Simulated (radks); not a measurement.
# Ionising terbium step by step, Tb⁴⁴⁺ to Tb⁶⁴⁺

Wanted: the ionisation ladder of terbium and its errors against NIST. Each value is a difference of total energies (Δ-SCF).

The numbers are computed with radks (a radial shooting solver on a logarithmic mesh, Libxc functionals) version 1 (scalar-relativistic Kohn-Sham, SCAN, spin-polarised, spherical densities, finite nucleus; open shells are filled with parallel spins first), except any that are marked as measured or tabulated.

**1. What is computed**

| Quantity | Value |
| --- | --- |
| element | terbium (Z = 65) |
| charges | 44 to 64 |
| first configuration | [Ar] 3d3 |
| last configuration | 1s1 |

Outer shells as boxes (Hund's rule):

Tb⁴⁴⁺
```
[Ar] core
3d [↑ ][↑ ][↑ ][  ][  ]
```

Tb⁶⁴⁺
```
1s [↑ ]
```

**2. Tb⁴⁴⁺, [Ar] 3d3**

Settings of this run:

```text
Z 65
configuration [Ar] 3d3
relativity scalar-relativistic
functional scan,scan
spin polarised
nucleus finite rms 5.06 fm
c 137.035999084
```

**3. Tb⁴⁵⁺, [Ar] 3d2**

Input: that of step 2 with these lines changed.

```diff
@@ -1,3 +1,3 @@
 Z 65
-configuration [Ar] 3d3
+configuration [Ar] 3d2 4s0 4p0
 relativity scalar-relativistic
```

**4. Tb⁴⁶⁺, [Ar] 3d1**

Input: that of step 3 with these lines changed.

```diff
@@ -1,3 +1,3 @@
 Z 65
-configuration [Ar] 3d2 4s0 4p0
+configuration [Ar] 3d1
 relativity scalar-relativistic
```

**5. Tb⁴⁷⁺, [Ar]**

Input: that of step 4 with these lines changed.

```diff
@@ -1,3 +1,3 @@
 Z 65
-configuration [Ar] 3d1
+configuration [Ar]
 relativity scalar-relativistic
```

**6. Tb⁴⁸⁺, [Ne] 3s2 3p5**

Input: that of step 5 with these lines changed.

```diff
@@ -1,3 +1,3 @@
 Z 65
-configuration [Ar]
+configuration [Ne] 3s2 3p5 4s0 3d0
 relativity scalar-relativistic
```

**7. Tb⁴⁹⁺, [Ne] 3s2 3p4**

Settings of this run:

```text
Z 65
configuration [Ne] 3s2 3p4
relativity scalar-relativistic
functional scan,scan
spin polarised
nucleus finite rms 5.06 fm
c 137.035999084
```

**8. Tb⁵⁰⁺, [Ne] 3s2 3p3**

Input: that of step 7 with these lines changed.

```diff
@@ -1,3 +1,3 @@
 Z 65
-configuration [Ne] 3s2 3p4
+configuration [Ne] 3s2 3p3
 relativity scalar-relativistic
```

**9. Tb⁵¹⁺, [Ne] 3s2 3p2**

Input: that of step 8 with these lines changed.

```diff
@@ -1,3 +1,3 @@
 Z 65
-configuration [Ne] 3s2 3p3
+configuration [Ne] 3s2 3p2
 relativity scalar-relativistic
```

**10. Tb⁵²⁺, [Ne] 3s2 3p1**

Input: that of step 9 with these lines changed.

```diff
@@ -1,3 +1,3 @@
 Z 65
-configuration [Ne] 3s2 3p2
+configuration [Ne] 3s2 3p1
 relativity scalar-relativistic
```

**11. Tb⁵³⁺, [Ne] 3s2**

Input: that of step 10 with these lines changed.

```diff
@@ -1,3 +1,3 @@
 Z 65
-configuration [Ne] 3s2 3p1
+configuration [Ne] 3s2
 relativity scalar-relativistic
```

**12. Tb⁵⁴⁺, [Ne] 3s1**

Input: that of step 11 with these lines changed.

```diff
@@ -1,3 +1,3 @@
 Z 65
-configuration [Ne] 3s2
+configuration [Ne] 3s1 3p0 4s0
 relativity scalar-relativistic
```

**13. Tb⁵⁵⁺, [Ne]**

Input: that of step 12 with these lines changed.

```diff
@@ -1,3 +1,3 @@
 Z 65
-configuration [Ne] 3s1 3p0 4s0
+configuration [Ne]
 relativity scalar-relativistic
```

**14. Tb⁵⁶⁺, [He] 2s2 2p5**

Input: that of step 13 with these lines changed.

```diff
@@ -1,3 +1,3 @@
 Z 65
-configuration [Ne]
+configuration [He] 2s2 2p5
 relativity scalar-relativistic
```

**15. Tb⁵⁷⁺, [He] 2s2 2p4**

Input: that of step 14 with these lines changed.

```diff
@@ -1,3 +1,3 @@
 Z 65
-configuration [He] 2s2 2p5
+configuration [He] 2s2 2p4
 relativity scalar-relativistic
```

**16. Tb⁵⁸⁺, [He] 2s2 2p3**

Input: that of step 15 with these lines changed.

```diff
@@ -1,3 +1,3 @@
 Z 65
-configuration [He] 2s2 2p4
+configuration [He] 2s2 2p3 3s0 3p0
 relativity scalar-relativistic
```

**17. Tb⁵⁹⁺, [He] 2s2 2p2**

Settings of this run:

```text
Z 65
configuration [He] 2s2 2p2 3s0 3p0
relativity scalar-relativistic
functional scan,scan
spin polarised
nucleus finite rms 5.06 fm
c 137.035999084
```

**18. Tb⁶⁰⁺, [He] 2s2 2p1**

Settings of this run:

```text
Z 65
configuration [He] 2s2 2p1 3s0 3p0
relativity scalar-relativistic
functional scan,scan
spin polarised
nucleus finite rms 5.06 fm
c 137.035999084
```

**19. Tb⁶¹⁺, [He] 2s2**

Settings of this run:

```text
Z 65
configuration [He] 2s2
relativity scalar-relativistic
functional scan,scan
spin polarised
nucleus finite rms 5.06 fm
c 137.035999084
```

**20. Tb⁶²⁺, [He] 2s1**

Input: that of step 19 with these lines changed.

```diff
@@ -1,3 +1,3 @@
 Z 65
-configuration [He] 2s2
+configuration [He] 2s1
 relativity scalar-relativistic
```

**21. Tb⁶³⁺, [He]**

Input: that of step 20 with these lines changed.

```diff
@@ -1,3 +1,3 @@
 Z 65
-configuration [He] 2s1
+configuration [He]
 relativity scalar-relativistic
```

**22. Tb⁶⁴⁺, 1s1**

Input: that of step 21 with these lines changed.

```diff
@@ -1,3 +1,3 @@
 Z 65
-configuration [He]
+configuration 1s1
 relativity scalar-relativistic
```

Q: Predict the outcome of this session. Wanted: for each run, species; configuration; Δ-SCF; −ε(HOMO); NIST; error.

As calculated:

| species | configuration | Δ-SCF (eV) | −ε(HOMO) (eV) | NIST (eV) | error (%) |
| --- | --- | --- | --- | --- | --- |
| Tb⁴⁴⁺ | [Ar] 3d3 | 3563.0 | 3507.9 | 3573 (theory) | -0.3 |
| Tb⁴⁵⁺ | [Ar] 3d2 | 3676.2 | 3620.9 | 3698 (theory) | -0.6 |
| Tb⁴⁶⁺ | [Ar] 3d1 | 3789.8 | 3734.3 | 3814 (theory) | -0.6 |
| Tb⁴⁷⁺ | [Ar] | 4205.2 | 4157.3 | 4139 (theory) | +1.6 |
| Tb⁴⁸⁺ | [Ne] 3s2 3p5 | 4304.5 | 4257.1 | 4242 (theory) | +1.5 |
| Tb⁴⁹⁺ | [Ne] 3s2 3p4 | 4401.3 | 4355.3 | 4355 (theory) | +1.1 |
| Tb⁵⁰⁺ | [Ne] 3s2 3p3 | 4541.3 | 4491.9 | 4460 (theory) | +1.8 |
| Tb⁵¹⁺ | [Ne] 3s2 3p2 | 4643.3 | 4594.4 | 4760 (theory) | -2.5 |
| Tb⁵⁵⁺ | [Ne] | 11934.7 | 11800.9 | 11673 (theory) | +2.2 |
| Tb⁵⁶⁺ | [He] 2s2 2p5 | 12208.8 | 12077.0 | 11957 (theory) | +2.1 |
| Tb⁵⁷⁺ | [He] 2s2 2p4 | 12474.0 | 12347.0 | 12272 (theory) | +1.6 |
| Tb⁵⁸⁺ | [He] 2s2 2p3 | 12871.5 | 12732.1 | 12563 (theory) | +2.5 |
| Tb⁵⁹⁺ | [He] 2s2 2p2 | 13154.9 | 13017.6 | 13658 (theory) | -3.7 |
| Tb⁶⁰⁺ | [He] 2s2 2p1 | 13429.1 | 13296.7 | 14003 (theory) | -4.1 |
| Tb⁶¹⁺ | [He] 2s2 | 14458.6 | 14367.0 | 14434 (theory) | +0.2 |
| Tb⁶²⁺ | [He] 2s1 | 14742.3 | 14649.2 | 14721.0 (theory) | +0.1 |
| Tb⁶³⁺ | [He] | 59931 | 59535 | 59741.1 (theory) | +0.3 |
| Tb⁶⁴⁺ | 1s1 | 61138 | 60738 | 61050 (theory) | +0.1 |

Reference values: NIST Atomic Spectra Database (exp. measured, semi-emp. semi-empirical, theory a theoretical value adopted there). The steepest step, after dividing by the final charge, comes at Tb⁶³⁺ in [He], where the value goes from 14742.3 to 59931 eV. There the highest level belongs to another shell. Minus the highest eigenvalue gives 98 to 99 % of the Δ-SCF value along the ladder. Open shells are spherical and high-spin; term and fine-structure splittings are not resolved. Spin-orbit splitting is averaged out at the scalar-relativistic level.
